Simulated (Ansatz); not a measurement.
# Iron, dhcp under BLYP: structure, energy and stiffness

The plan for iron in the dhcp structure: relax it, solve it on a dense k-mesh, then scale the cell to 7 volumes from 88 to 112 % of the relaxed one and try a fit of the equation of state. The start is antiferromagnetic (alternate layers). The k-meshes are 14×14×4 for the relaxation; 19×19×5 for the dense run; 16×16×5 for the volumes.

Program: Ansatz 0.2.0. Level of theory: DFT BLYP, plane waves (420 eV) with PAW, scalar-relativistic; PAW files made under PBE, frozen cores solved again for the functional. These are calculated values, not measurements.

## Step 1: Starting point

It takes space group P6_3/mmc (No. 194, hexagonal). Conventional cell: a = 2.554 Å, b = 2.554 Å, c = 8.341 Å, α = 90.00°, β = 90.00°, γ = 120.00°. Fe (site symmetry -3m) has 12 Fe at 2.55 Å as nearest neighbours. Around Fe (site symmetry -6m2) lie 12 Fe at 2.55 Å.

Structure file:

```
Fe
1.0
     2.55376    0.00000    0.00000
    -1.27688    2.21162    0.00000
     0.00000    0.00000    8.34057
Fe
4
Direct
  0.00000 0.00000 0.00000
  0.00000 0.00000 0.50000
  0.33333 0.66667 0.25000
  0.66667 0.33333 0.75000
```

Starting moments (μB): +2.5 ×2, -2.5 ×2.

## Step 2: Geometry optimisation

input.yaml

```yaml
crystal:
  lattice:
    - [2.5537576109, 0.0, 0.0]
    - [-1.2768788055, 2.2116189662, 0.0]
    - [0.0, 0.0, 8.3405723573]
  atoms:
    - { symbol: Fe, position: [0.0, 0.0, 0.0], spin: 2.5 }
    - { symbol: Fe, position: [0.0, 0.0, 0.5], spin: 2.5 }
    - { symbol: Fe, position: [0.3333333333, 0.6666666667, 0.25], spin: -2.5 }
    - { symbol: Fe, position: [0.6666666667, 0.3333333333, 0.75], spin: -2.5 }
hamiltonian:
  xc: blyp
  pseudopotentials:
    kind: paw
    azcp:
      Fe: "pseudopotentials/Fe.paw.azcp"
basis:
  ecutwfc: 420
  fft_grid_basis: typed
kpoints:
  mp_grid: { grid: [14, 14, 4], shift: [0, 0, 0] }
magnetization:
  spin_polarized: true
scf:
  occupations: { method: fermi_dirac, width: 0.05 }
relax:
  max_steps: 60
  f_tol: 0.01
  cell: {}
```

Further steps of the session: The energy on a finer k-mesh; Volume × 0.88; Volume × 0.92; Volume × 0.96; Volume × 1.0; Volume × 1.04; Volume × 1.08; Volume × 1.12.

Before running it: what results should come out? Wanted: space group; conventional cell; volume; shortest distance; gap on the mesh; magnetic state; relative to bcc, ferromagnetic.

The runs gave:

```
                      quantity                                   value
space group (spins left aside)                      P6_3/mmc (No. 194)
             conventional cell  a = 2.486 Å, c = 8.146 Å (c/a = 3.277)
                        volume                          10.898 Å³/atom
             shortest distance                                 2.486 Å
               gap on the mesh            none (levels filled in part)
                magnetic state   ferrimagnetic, up to 1.44 μB per atom
relative to bcc, ferromagnetic                           +142 meV/atom
```

From the guessed start the volume shrank by 7.5 % in 9 steps. Against the reference form of iron (bcc, ferromagnetic, computed apart with the same settings) it stands 142 meV/atom higher. The final state is ferrimagnetic (largest moment 1.44 μB). That is not the order it started in. No gap shows: it is a metal or semimetal at this level. Relaxation kept the symmetry; phonons were not checked.
